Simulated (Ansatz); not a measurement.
# InH2F (SMILES [H][In]([H])[F]) at revPBE/STO-3G

What is the electronic atomisation energy of InH2F at revPBE/STO-3G? 

The calculation is run with Ansatz 0.2.0.

58 further runs of the same task are left out: 2 that didn't finish, 56 set aside as unsound or not needed.

## 1. Starting point

The species is InH2F (4 atoms), meant as a singlet with charge 0. As SMILES, `[H][In]([H])[F]`. The shape comes from GFN2-xTB, which is rough for such elements, and wasn't checked as a minimum.

Bond lengths: In1–F4 1.946 Å, In1–H2 1.693 Å, In1–H3 1.691 Å. Angles: H2–In1–F4 114.4°, H3–In1–F4 114.5°, H2–In1–H3 131.1°.

## 2. The energy at revPBE/STO-3G

in.yaml reads:

```yaml
crystal:
  periodic: [false, false, false]
  atoms:
    - {symbol: In, position_ang: [0.069180, 0.117330, -0.000190]}
    - {symbol: H, position_ang: [1.751200, -0.073770, 0.013580]}
    - {symbol: H, position_ang: [-0.891440, 1.509340, -0.018860]}
    - {symbol: F, position_ang: [-0.928940, -1.552910, 0.005460]}
basis:
  gaussian:
    orbitals: STO-3G
hamiltonian:
  xc: {name: revPBE}
accuracy: high
```

The run is started by

```bash
ansatz run in.yaml --threads 1 --pin off --max-ram 2610MiB --events-out events.jsonl --progress --plain --runs-dir runs
```

What it wrote:

```text
Warning: RAYON_NUM_THREADS=1 ignored (pool sized by the plan → 1); use --threads N
Functional definition: revPBE
  name "revPBE"
  parameter kappa = 1.245
  parameter beta = 0.06672455060314922
  exchange = pbe_x(kappa = kappa, mu = beta*pi^2/3)
  correlation = pbe_c(beta = beta)
623 factors; integrals over basis functions are off by at most 4.0e-9 eV
mean field evaluation 1: about -157389.5436 eV, gradient 2.9e1 eV
mean field evaluation 2: about -157354.5792 eV, gradient 1.1e2 eV
mean field evaluation 4: about -157392.8118 eV, gradient 5.7e0 eV
mean field evaluation 8: about -157392.8670 eV, gradient 1.8e-1 eV
mean field evaluation 16: about -157392.8671 eV, gradient 3.2e-8 eV
mean field -157392.86712910 eV, -5784.0811822775 hartree, gradient 4.7e-8 eV, S^2 0.000000; 0 other end points of the search recorded, 0 dependent functions left out
reference -157392.86713121 eV, -5784.0811823550 hartree; 30, 30 occupied and 4, 4 virtual orbitals, 623 factors
Total energy: -157392.86713121 eV, -5784.0811823550 hartree
```

Wall time 1.4 s (1 thread of Arm Neoverse V2, shared host); peak memory 0.098 GiB.

## 3. The F atom, same level

job.yaml reads:

```yaml
crystal:
  periodic: [false, false, false]
  atoms:
    - symbol: F
      position_ang: [0.000000, 0.000000, 0.000000]
basis:
  gaussian:
    orbitals: STO-3G
magnetization:
  spin_polarized: true
  initial_magnetization: 1
hamiltonian:
  xc: {name: revPBE}
accuracy: high
```

Run the same way, it converges to -98.24365 Eh (log not shown).

## 4. The H atom, same level

in.yaml reads:

```yaml
crystal:
  periodic: [false, false, false]
  atoms:
    - {symbol: H, position_ang: [0.000000, 0.000000, 0.000000]}
basis:
  gaussian:
    orbitals: STO-3G
magnetization:
  spin_polarized: true
  initial_magnetization: 1
hamiltonian:
  xc: {name: revPBE}
accuracy: high
```

The run is started by

```bash
ansatz run in.yaml --threads 1 --pin off --max-ram 2610MiB --events-out events.jsonl --progress --plain --runs-dir runs
```

What it wrote, shortened:

```text
Warning: RAYON_NUM_THREADS=1 ignored (pool sized by the plan → 1); use --threads N
[... 6 set-up lines as earlier in the session ...]
1 factors; integrals over basis functions are off by at most 4.6e-10 eV
mean field evaluation 1: about -12.7921 eV, gradient 0.0e0 eV
mean field evaluation 2: about -12.7921 eV, gradient 0.0e0 eV
mean field -12.79208501 eV, -0.4701004535 hartree, gradient 0.0e0 eV, S^2 0.750000; 0 other end points of the search recorded, 0 dependent functions left out
reference -12.79208638 eV, -0.4701005037 hartree; 1, 0 occupied and 0, 1 virtual orbitals, 1 factors
Total energy: -12.79208638 eV, -0.4701005037 hartree
```

Wall time 0.06 s (1 thread of Arm Neoverse V2, shared host).

## 5. The In atom

job.yaml reads:

```yaml
crystal:
  periodic: [false, false, false]
  atoms:
    - symbol: In
      position_ang: [0.000000, 0.000000, 0.000000]
basis:
  gaussian:
    orbitals: STO-3G
hamiltonian:
  xc: {name: revPBE}
accuracy: high
magnetization:
  spin_polarized: true
  initial_magnetization: 1
```

Run the same way, it converges to -5684.37539 Eh (log not shown).

## 6. Summary of results

At revPBE/STO-3G:

```
                     quantity           value
       molecule: total energy  -5784.08118 Eh
         F atom: total energy    -98.24365 Eh
                 F atom: ⟨S²⟩           0.750
         H atom: total energy     -0.47010 Eh
                 H atom: ⟨S²⟩           0.750
        In atom: total energy  -5684.37539 Eh
                In atom: ⟨S²⟩           0.750
electronic atomisation energy       14.203 eV
```

Taking the molecule apart into free atoms costs 14.20 eV (1370 kJ/mol), before zero-point energy and without spin-orbit coupling. In a minimal basis such a difference can be off by several eV, whatever the method. Relativity is left out (molecule) although the molecule holds a heavy atom. Relativity is left out (In atom) although the molecule holds a heavy atom.
